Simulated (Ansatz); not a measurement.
# UB3LYP/6-31G(d) (Cartesian functions) run of S2 (sulfur dimer)

Aim: the electronic atomisation energy of S2 (sulfur dimer) at UB3LYP/6-31G* (Cartesian functions), from 2 runs. 

The calculation is run with Ansatz 0.2.0.

18 further runs of the same task are left out: 1 that didn't finish, 17 set aside as unsound or not needed.

### Step 1. The molecule

S2 has 2 atoms, charge 0, and is taken as a triplet. As SMILES, `S=S`. The bond length is the measured one.

Bond lengths: S1–S2 1.889 Å.

### Step 2. A single-point energy at UB3LYP/6-31G(d) (Cartesian functions)

File job.yaml:

```yaml
basis:
  gaussian:
    orbitals: "6-31G*"
crystal:
  periodic: [false, false, false]
  atoms:
    - {symbol: S, position_ang: [0.000000, 0.000000, 0.000000]}
    - {symbol: S, position_ang: [0.000000, 0.000000, 1.889200]}
output: {orbitals: {seedname: orbitals}}
accuracy: high
hamiltonian:
  xc: {name: B3LYP}
magnetization:
  spin_polarized: true
  initial_magnetization: 2
```

Run with:

```sh
ansatz run job.yaml --threads 1 --pin off --max-ram 3480MiB --events-out events.jsonl --progress --plain --runs-dir runs
```

The program printed:

```text
Warning: RAYON_NUM_THREADS=1 ignored (pool sized by the plan → 1); use --threads N
Functional definition: B3LYP
  name "B3LYP"
  parameter a0 = 0.2
  parameter ax = 0.72
  parameter ac = 0.81
  exchange = (1 - a0 - ax)*slater_x + ax*b88_x + a0*exact_x
  correlation = (1 - ac)*vwn_rpa_c + ac*lyp_c
614 factors; integrals over basis functions are off by at most 2.9e-9 eV
mean field evaluation 1: about -21669.9138 eV, gradient 4.2e0 eV
mean field evaluation 2: about -21670.0026 eV, gradient 2.7e0 eV
mean field evaluation 4: about -21670.0429 eV, gradient 4.2e-1 eV
mean field evaluation 8: about -21670.1155 eV, gradient 1.1e-3 eV
mean field evaluation 16: about -21670.1155 eV, gradient 1.4e-7 eV
mean field -21670.11553890 eV, -796.3620575228 hartree, gradient 1.3e-8 eV, S^2 2.004692; 0 other end points of the search recorded, 0 dependent functions left out
reference -21670.11556540 eV, -796.3620584966 hartree; 17, 15 occupied and 21, 23 virtual orbitals, 614 factors
Total energy: -21670.11556540 eV, -796.3620584966 hartree
```

Run time: 1.7 s. Hardware: 1 thread of Intel Xeon Platinum 8488C (Sapphire Rapids), shared host; peak memory 0.14 GiB.

### Step 3. The S atom

File run.yaml:

```yaml
basis:
  gaussian: {orbitals: "6-31G*"}
crystal:
  periodic: [false, false, false]
  atoms:
    - {symbol: S, position_ang: [0.000000, 0.000000, 0.000000]}
magnetization: {spin_polarized: true, initial_magnetization: 2}
hamiltonian: {xc: {name: B3LYP}}
accuracy: high
```

Run the same way, it converges to -398.10499 Eh (log not shown).

### Step 4. Summary of results

At UB3LYP/6-31G* (Cartesian functions):

```
                                    quantity          value
                      molecule: total energy  -796.36206 Eh
molecule: HOMO energy (highest over α and β)       -6.77 eV
 molecule: LUMO energy (lowest over α and β)       -3.85 eV
                              molecule: ⟨S²⟩          2.005
                        S atom: total energy  -398.10499 Eh
                                S atom: ⟨S²⟩          2.002
               electronic atomisation energy       4.138 eV
```

What this shows: Taking the molecule apart into free atoms costs 4.14 eV (95 kcal/mol), before zero-point energy and without spin-orbit coupling.
